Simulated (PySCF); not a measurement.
# TeH: bond curves at several levels of theory

An exercise on one series of results from a longer session: the logs are not shown, and one member is left open.

Computed with PySCF 2.14.0. Level: Te jorge-DZP-DKH, H jorge-DZP-DKH, spin-free X2C with a Gaussian nucleus.

Set-up of the first run:

A driver script around PySCF takes these settings:

- atoms: Te, H
- charge: 0
- basis: Te jorge-DZP-DKH, H jorge-DZP-DKH
- Hamiltonian: spin-free X2C with a Gaussian nucleus
- basis functions: 53
- electrons treated: 53
- masses in u: 129.9062, 1.0078
- levels: PBE0, PBE, r²SCAN, B2PLYP, r²SCAN0, revPBE, HF, MP2, SCS-MP2, CCSD, CCSD(T)
- grid: 80 radial by 434 angular points
- occupations: held fixed by the projection of orbital angular momentum
- dissociation limit: Te + H, each in its ground configuration
- starting distance in angstrom: 1.640
- values of 2S to try: 1, 3

Started as:

```console
$ OMP_NUM_THREADS=1 python dia.py task.json out
```

Steps of the session up to this table: Input; The PBE0 curve of the state that the search chose; Excited determinants; PBE (GGA); r²SCAN (meta-GGA); B2PLYP (double hybrid); r²SCAN0 (hybrid meta-GGA); revPBE (GGA); UHF; Correlated methods on the Hartree–Fock reference.

One of the session's tables, all rows but one given; the rest of the session is left out.

```
      level  Re (Å)  ωe (cm⁻¹)  De (eV)
        UHF   1.602       2242     1.88
    UHF-MP2   1.597       2221     2.62
UHF-SCS-MP2       ?          ?        ?
   UHF-CCSD   1.609       2140     2.76
UHF-CCSD(T)   1.611       2125     2.79
        PBE   1.641       2018     3.00
     revPBE   1.645       2008     2.91
     r²SCAN   1.623       2106     2.92
       PBE0   1.623       2112     2.94
    r²SCAN0   1.613       2160     2.88
     B2PLYP   1.614       2135     2.91
```

**Question.** Estimate the row for UHF-SCS-MP2.

**Answer.** Re (Å): 1.603; ωe (cm⁻¹): 2198; De (eV): 2.67. In the column «Re (Å)» it lies between UHF (1.602) and UHF-CCSD (1.609).
